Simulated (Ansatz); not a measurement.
# CH₆AlFGeO: small, medium and large basis sets

How large a basis does CH₆AlFGeO need? Two functionals are run in growing sets.

Computed with Ansatz 0.2.0, Gaussian basis. Level: one geometry, several basis sets.

Plan: PBE0-D4/def2-SVP; ωB97M-V/def2-SVP; PBE0-D4/def2-QZVPP; ωB97M-V/def2-QZVPP; the functionals' def2-TZVPP values are taken from earlier runs.

## (1) Structure used throughout

An earlier PBE0-D4 in a triple-zeta def2 set relaxation fixed the geometry.

SMILES `C[O][GeH]([F])[AlH2]`, 11 atoms, charge 0, spin multiplicity 1.

Atoms are counted from 1 here; the program's logs count them from 0.

Bond lengths: C1–O2 1.411 Å, C1–H6 1.098 Å, C1–H7 1.093 Å, C1–H8 1.095 Å, O2–Ge3 1.777 Å, Ge3–F4 1.757 Å, Ge3–Al5 2.498 Å, Ge3–H9 1.550 Å, Al5–H10 1.584 Å, Al5–H11 1.581 Å. Angles: O2–C1–H6 111.9°, O2–C1–H7 108.1°, O2–C1–H8 111.4°, H6–C1–H7 108.3°, H6–C1–H8 108.4°, H7–C1–H8 108.6°, C1–O2–Ge3 120.1°, O2–Ge3–F4 106.3°, O2–Ge3–Al5 103.0°, O2–Ge3–H9 107.7°, F4–Ge3–Al5 110.4°, F4–Ge3–H9 102.4°, Al5–Ge3–H9 125.8°, Ge3–Al5–H10 119.0°, Ge3–Al5–H11 118.9°, H10–Al5–H11 122.1°.

## (2) PBE0-D4 in def2-SVP

Input file in.yaml:

```yaml
crystal:
  periodic: [false, false, false]
  atoms:
    - {symbol: C, position_ang: [-0.673062, 0.725336, 1.855398]}
    - {symbol: O, position_ang: [0.228372, 0.334970, 0.842078]}
    - {symbol: Ge, position_ang: [-0.386237, -0.228860, -0.726611]}
    - {symbol: F, position_ang: [-1.264808, -1.716288, -0.404696]}
    - {symbol: Al, position_ang: [1.701502, -0.711769, -2.009694]}
    - {symbol: H, position_ang: [-1.418719, 1.441485, 1.486275]}
    - {symbol: H, position_ang: [-0.101403, 1.206103, 2.652664]}
    - {symbol: H, position_ang: [-1.200127, -0.137523, 2.275891]}
    - {symbol: H, position_ang: [-1.517235, 0.736862, -1.163362]}
    - {symbol: H, position_ang: [2.261045, 0.385380, -3.005974]}
    - {symbol: H, position_ang: [2.435872, -2.092794, -1.781367]}
basis:
  gaussian: {orbitals: def2-SVP}
hamiltonian: {xc: pbe0, dispersion: d4}
output: {orbitals: {seedname: orbitals}}
```

On the command line:

```console
$ ansatz run in.yaml --threads 4 --pin off --events-out ev --progress --plain --max-ram 10444MiB
```

After this run come: ωB97M-V in def2-SVP; PBE0-D4 in def2-QZVPP; ωB97M-V in def2-QZVPP.

Before running them: what should the planned runs give, taken together? Wanted: PBE0-D4: double and triple zeta above quadruple; ωB97M-V: double and triple zeta above quadruple.

The runs gave:

| quantity | value |
| --- | --- |
| PBE0-D4: double and triple zeta above quadruple | 18.45, 1.78 eV |
| ωB97M-V: double and triple zeta above quadruple | 18.59, 1.72 eV |

In words: For PBE0-D4 the step from double to triple zeta gains 16.67 eV and the next only 1.78 eV. These are total energies; as a rule much of such shifts cancels in differences, which this series doesn't test.
